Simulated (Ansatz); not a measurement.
# Ti3Sn: the cost of one run

Computed with Ansatz 0.2.0 (DFT PBEsol, scalar-relativistic, plane waves, PAW).

1 further run of the same task is left out (set aside as unsound or not needed).

## Step 1: The starting structure

The structure is cubic, space group Pm-3m (No. 221). The conventional cell has a = 4.168 Å, b = 4.168 Å, c = 4.168 Å, α = 90.00°, β = 90.00°, γ = 90.00°. Ti (site symmetry 4/mmm) has 8 Ti at 2.95 Å and 4 Sn at 2.95 Å as nearest neighbours. Sn (site symmetry m-3m) has 12 Ti at 2.95 Å as nearest neighbours.

Structure file:

```
CELL_PARAMETERS angstrom
4.16809 0.00000 0.00000
0.00000 4.16809 0.00000
0.00000 0.00000 4.16809
ATOMIC_POSITIONS crystal
Ti 0.50000 0.50000 0.00000
Ti 0.50000 0.00000 0.50000
Ti 0.00000 0.50000 0.50000
Sn 0.00000 0.00000 0.00000
```

It goes back to an entry of the Materials Project, which need not be the stable form.

It is the result of an earlier relaxation at this level (volume 18.10 Å³/atom; gap on the mesh: none (metal)).

## Step 2: The cell under PBEsol

File input.yaml:

```yaml
crystal:
  lattice:
    - [4.1680917601, 0.0, 0.0]
    - [0.0, 4.1680917601, 0.0]
    - [0.0, 0.0, 4.1680917601]
  atoms:
    - { symbol: Ti, position: [0.5, 0.5, 0.0] }
    - { symbol: Ti, position: [0.5, 0.0, 0.5] }
    - { symbol: Ti, position: [0.0, 0.5, 0.5] }
    - { symbol: Sn, position: [0.0, 0.0, 0.0] }
basis:
  ecutwfc: 420
kpoints:
  mp_grid: { grid: [10, 10, 10] }
hamiltonian:
  xc: pbesol
scf:
  occupations: { method: gaussian, width: 0.1 }
output:
  forces: true
  stress: true
  eigenvalues: true
  write_density: true
  write_potential: true
  elf: true
  volumetric_format: npy
relax:
  adjacent_minimum: "off"
  f_tol: 0.005
  max_steps: 50
  cell: { stress_tol: 0.05 }
```

Launch:

```bash
> ansatz run input.yaml --threads 1 --pin off --max-ram 2560MiB --backend cpu --events-out ev --progress --plain --runs-dir out
```

What time and memory should one allow on 1 thread of Arm Neoverse V1, shared host?

About 43 s, with a peak of 0.41 GiB.
